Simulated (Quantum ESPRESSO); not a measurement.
# Y2Ge3 (P-6m2) in Quantum ESPRESSO: single point with PBE

Aim: the single point of Y2Ge3 with PBE.

All numbers are computed with Quantum ESPRESSO 7.5; they aren't measurements. Logs are shortened: lines on timing, memory, paths and dates and some standing lists are left out, and cuts for length are marked.

## 1. The structure

Symmetry: P-6m2, No. 187, hexagonal system. Conventional cell: a = 4.392 Å, b = 4.392 Å, c = 7.107 Å, α = 90.00°, β = 90.00°, γ = 120.00°. Around Y (site symmetry 3m) lie 9 Ge at 3.02 to 3.18 Å and 1 Y at 3.27 Å. Ge (site symmetry -6m2) has 3 Ge at 2.54 Å as nearest neighbours. Ge (site symmetry -6m2) has 6 Y at 3.02 Å as nearest neighbours. Around Ge (site symmetry -6m2) lie 3 Ge at 2.54 Å.

The cell comes from a database or a generator and needn't be the stable form of this composition.

## 2. Single point, PBE

run.py

```python
import numpy as np
from ase.calculators.espresso import Espresso, EspressoProfile
from ase.io import read

atoms = read('Y2Ge3.cif')

input_data = {
    'control': {'calculation': 'scf', 'prefix': 'pwscf', 'outdir': './tmp', 'tprnfor': True, 'tstress': True, 'disk_io': 'nowf'},
    'system': {'ecutwfc': 55.0, 'ecutrho': 440.0, 'nbnd': 43, 'occupations': 'smearing', 'smearing': 'fd', 'degauss': 0.00367493},
    'electrons': {'conv_thr': 1e-09, 'electron_maxstep': 120, 'mixing_beta': 0.5},
}
pseudopotentials = {'Y': 'Y_pbe_v1.uspp.F.UPF', 'Ge': 'ge_pbe_v1.4.uspp.F.UPF'}
profile = EspressoProfile(command='pw.x', pseudo_dir='pseudo')
dft = Espresso(profile=profile, input_data=input_data, pseudopotentials=pseudopotentials, kpts=(7, 7, 4), koffset=(0, 0, 0))
atoms.calc = dft

print(f'energy {atoms.get_potential_energy():.8f} eV')
print('forces (eV/A)')
print(np.round(atoms.get_forces(), 6))
print('stress (eV/A^3, Voigt)')
print(np.round(atoms.get_stress(), 8))
print(f'Fermi level {dft.get_fermi_level():.4f} eV')
```

Y2Ge3.cif

```cif
data_Y2Ge3
_cell_length_a 4.39242643
_cell_length_b 4.39242643
_cell_length_c 7.10729500
_cell_angle_alpha 90.00000000
_cell_angle_beta 90.00000000
_cell_angle_gamma 120.00000000
_space_group_name_H-M_alt 'P1'
_space_group_name_Hall 'P 1'
_space_group_IT_number 1
loop_
_space_group_symop_operation_xyz
'x,y,z'
loop_
_atom_site_label
_atom_site_type_symbol
_atom_site_symmetry_multiplicity
_atom_site_Wyckoff_symbol
_atom_site_fract_x
_atom_site_fract_y
_atom_site_fract_z
_atom_site_occupancy
Y1 Y 1 a 0.0000000000 0.0000000000 0.2700710000 1
Y2 Y 1 a 0.0000000000 0.0000000000 0.7299290000 1
Ge1 Ge 1 a 0.6666666667 0.3333333333 0.0000000000 1
Ge2 Ge 1 a 0.6666666667 0.3333333333 0.5000000000 1
Ge3 Ge 1 a 0.3333333333 0.6666666667 0.0000000000 1
```

Potentials or basis: SSSP 1.3 efficiency PBE.

The run is started by

```bash
$ OMP_NUM_THREADS=1 python run.py
```

What it wrote:

```text
energy -11104.14401773 eV
forces (eV/A)
[[ 0.        0.       -0.151307]
 [-0.       -0.        0.151307]
 [-0.       -0.        0.      ]
 [-0.       -0.        0.      ]
 [ 0.        0.        0.      ]]
stress (eV/A^3, Voigt)
[-0.00271683 -0.00271683 -0.00060231  0.          0.         -0.        ]
Fermi level 10.1525 eV
```

espresso.pwi:

```text
&CONTROL
   calculation      = 'scf'
   tstress          = .true.
   tprnfor          = .true.
   outdir           = './tmp'
   prefix           = 'pwscf'
   disk_io          = 'nowf'
   pseudo_dir       = 'pseudo'
/
&SYSTEM
   nbnd             = 43
   ecutwfc          = 55.0
   ecutrho          = 440.0
   occupations      = 'smearing'
   degauss          = 0.00367493
   smearing         = 'fd'
   ntyp             = 2
   nat              = 5
   ibrav            = 0
/
&ELECTRONS
   electron_maxstep = 120
   conv_thr         = 1e-09
   mixing_beta      = 0.5
/
&IONS
/
&CELL
/
&FCP
/
&RISM
/
ATOMIC_SPECIES
Y 88.90584 Y_pbe_v1.uspp.F.UPF
Ge 72.63 ge_pbe_v1.4.uspp.F.UPF

K_POINTS automatic
7 7 4  0 0 0

CELL_PARAMETERS angstrom
4.39242643000000 0.00000000000000 0.00000000000000
-2.19621321500000 3.80395287263419 0.00000000000000
0.00000000000000 0.00000000000000 7.10729500000000

ATOMIC_POSITIONS angstrom
Y 0.0000000000 0.0000000000 1.9194742679  
Y 0.0000000000 0.0000000000 5.1878207321  
Ge 2.1962132152 1.2679842908 0.0000000000  
Ge 2.1962132152 1.2679842908 3.5536475000  
Ge -0.0000000002 2.5359685819 0.0000000000
```

espresso.pwo:

```text
This program is part of the open-source Quantum ESPRESSO suite
     for quantum simulation of materials; please cite
         "P. Giannozzi et al., J. Phys.:Condens. Matter 21 395502 (2009);
         "P. Giannozzi et al., J. Phys.:Condens. Matter 29 465901 (2017);
         "P. Giannozzi et al., J. Chem. Phys. 152 154105 (2020);
     in publications or presentations arising from this work. More details at

Warning: card &CELL ignored
Warning: card &FCP ignored
Warning: card &RISM ignored

     Message from routine setup:
     using ibrav=0 with symmetry is DISCOURAGED, use correct ibrav instead

     G-vector sticks info
     --------------------
     sticks:   dense  smooth     PW     G-vecs:    dense   smooth      PW
     Sum        2077    1039    301               124937    44217    6741

     Using Slab Decomposition

     bravais-lattice index     =            0
     lattice parameter (alat)  =       8.3005  a.u.
     unit-cell volume          =     801.3838 (a.u.)^3
     number of atoms/cell      =            5
     number of atomic types    =            2
     number of electrons       =        64.00
     number of Kohn-Sham states=           43
     kinetic-energy cutoff     =      55.0000  Ry
     charge density cutoff     =     440.0000  Ry
     scf convergence threshold =      1.0E-09
     mixing beta               =       0.5000
     number of iterations used =            8  plain     mixing
     Exchange-correlation=  SLA  PW   PBX  PBC
                           (   1   4   3   4   0   0   0)

     celldm(1)=   8.300483  celldm(2)=   0.000000  celldm(3)=   0.000000
     celldm(4)=   0.000000  celldm(5)=   0.000000  celldm(6)=   0.000000

     crystal axes: (cart. coord. in units of alat)
               a(1) = (   1.000000   0.000000   0.000000 )
               a(2) = (  -0.500000   0.866025   0.000000 )
               a(3) = (   0.000000   0.000000   1.618079 )
[... 56 lines left out ...]
        k(    6) = (   0.0000000   0.1649572  -0.3090083), wk =   0.0612245
[... 16 lines left out ...]
        k(   23) = (   0.2857143   0.4948717   0.1545042), wk =   0.1224490
        k(   24) = (   0.2857143   0.4948717  -0.3090083), wk =   0.0612245

     Dense  grid:   124937 G-vectors     FFT dimensions: (  60,  60,  90)

     Smooth grid:    44217 G-vectors     FFT dimensions: (  40,  40,  64)

     Check: negative core charge=   -0.000001

     Initial potential from superposition of free atoms

     starting charge      63.9884, renormalised to      64.0000

     negative rho (up, down):  8.674E-02 0.000E+00
     Starting wfcs are   53 randomized atomic wfcs

     Self-consistent Calculation

     iteration #  1     ecut=    55.00 Ry     beta= 0.50
     Davidson diagonalization with overlap
     ethr =  1.00E-02,  avg # of iterations =  2.2

     Threshold (ethr) on eigenvalues was too large:
     Diagonalizing with lowered threshold

     Davidson diagonalization with overlap
     ethr =  1.66E-04,  avg # of iterations =  4.2

     negative rho (up, down):  8.632E-02 0.000E+00
[... 76 lines left out ...]
     iteration # 10     ecut=    55.00 Ry     beta= 0.50
     Davidson diagonalization with overlap
     ethr =  1.72E-12,  avg # of iterations =  4.5

     negative rho (up, down):  8.593E-02 0.000E+00

     End of self-consistent calculation

          k = 0.0000 0.0000 0.0000 (  5527 PWs)   bands (ev):

   -32.4193 -32.3821 -14.4482 -14.4482 -14.4264 -14.4159 -14.4159 -14.2276
   -14.2276 -14.1499 -14.1499 -14.1156 -13.2494 -13.2449 -13.2449 -13.1725
   -13.1725 -12.6383 -12.4008 -12.4008 -12.3537 -12.3537 -12.2019  -1.3592
     2.5455   5.5687   7.0870   7.5179   7.5179   9.6347   9.6347  10.0890
    10.9137  10.9137  11.2543  11.7168  11.7168  13.4743  13.7502  13.7502
    13.7839  13.7839  13.8204
[... 201 lines left out ...]
   -32.4109 -32.3840 -14.5156 -14.4577 -14.4311 -14.4230 -14.4117 -14.2033
   -14.1600 -14.1515 -14.1442 -14.1137 -13.2554 -13.2431 -13.2411 -13.1712
   -13.1605 -12.5088 -12.4650 -12.4391 -12.4350 -12.3987 -12.2761   0.6183
     1.6409   2.8971   5.4417   7.8713   8.4531   8.9507   9.0888   9.2342
    11.0220  12.2233  12.4052  12.9533  13.2975  13.6334  14.1771  14.1979
    14.4052  14.8436  15.3955

     the Fermi energy is    10.1525 ev

!    total energy              =    -816.13960338 Ry
     estimated scf accuracy    <          6.6E-10 Ry
     smearing contrib. (-TS)   =      -0.00095859 Ry
     internal energy E=F+TS    =    -816.13864479 Ry

     The total energy is F=E-TS. E is the sum of the following terms:
     one-electron contribution =    -457.08461490 Ry
     hartree contribution      =     276.81743766 Ry
     xc contribution           =    -218.90438815 Ry
     ewald contribution        =    -416.96707940 Ry

     convergence has been achieved in  10 iterations

     negative rho (up, down):  8.593E-02 0.000E+00

     Forces acting on atoms (cartesian axes, Ry/au):

     atom    1 type  1   force =     0.00000000    0.00000000   -0.00588492
     atom    2 type  1   force =    -0.00000000   -0.00000000    0.00588492
     atom    3 type  2   force =    -0.00000000   -0.00000000    0.00000000
     atom    4 type  2   force =    -0.00000000   -0.00000000    0.00000000
     atom    5 type  2   force =     0.00000000    0.00000000    0.00000000

     Total force =     0.008323     Total SCF correction =     0.000018

     Computing stress (Cartesian axis) and pressure

     negative rho (up, down):  8.593E-02 0.000E+00
          total   stress  (Ry/bohr**3)                   (kbar)     P=        3.22
   0.00002959   0.00000000  -0.00000000            4.35        0.00       -0.00
   0.00000000   0.00002959  -0.00000000            0.00        4.35       -0.00
  -0.00000000  -0.00000000   0.00000656           -0.00       -0.00        0.96

=------------------------------------------------------------------------------=
   JOB DONE.
=------------------------------------------------------------------------------=
```

It took 1.9 min on 1 thread of Intel Xeon Platinum 8488C (Sapphire Rapids), shared host; peak memory 0.57 GiB.

Results:

* Free energy: -11104.1450 eV
* Pressure: 0.3 GPa
* Largest force: 0.151 eV/Å
* Band gap on the k mesh: none (metal or under the smearing width)

Forces in eV/Å, atoms in the order of the input:
```
Y    0.000  0.000 -0.151
Y    0.000  0.000  0.151
Ge   0.000  0.000  0.000
Ge   0.000  0.000  0.000
Ge   0.000  0.000  0.000
```

Stress tensor (GPa, compression positive):
```
0.44 0.00 0.00
0.00 0.44 0.00
0.00 0.00 0.10
```

Levels at points of the mesh, in eV from the Fermi level:
| k point | band 28 | band 29 | band 30 | band 31 | band 32 | band 33 | band 34 | band 35 | band 36 | band 37 |
| --- | --- | --- | --- | --- | --- | --- | --- | --- | --- | --- |
| (0.00, 0.00, 0.00) | -2.63 | -2.63 | -0.52 | -0.52 | -0.06 | 0.76 | 0.76 | 1.10 | 1.56 | 1.56 |
| (0.00, 0.00, -0.50) | -2.53 | -2.53 | -1.69 | -0.48 | -0.48 | 0.15 | 0.15 | 1.63 | 1.74 | 1.74 |

## 3. For comparison

An earlier run on the cell as given: functional PBE; potentials or basis SSSP 1.3 efficiency PBE; cutoff 748 eV; density cutoff 5987 eV; k mesh 7 × 7 × 4; occupations fermi-dirac, width 0.05 eV; no spin polarisation.

* Pressure: 0.3 GPa
* Largest force: 0.151 eV/Å
* Band gap on the k mesh: none (metal or under the smearing width)
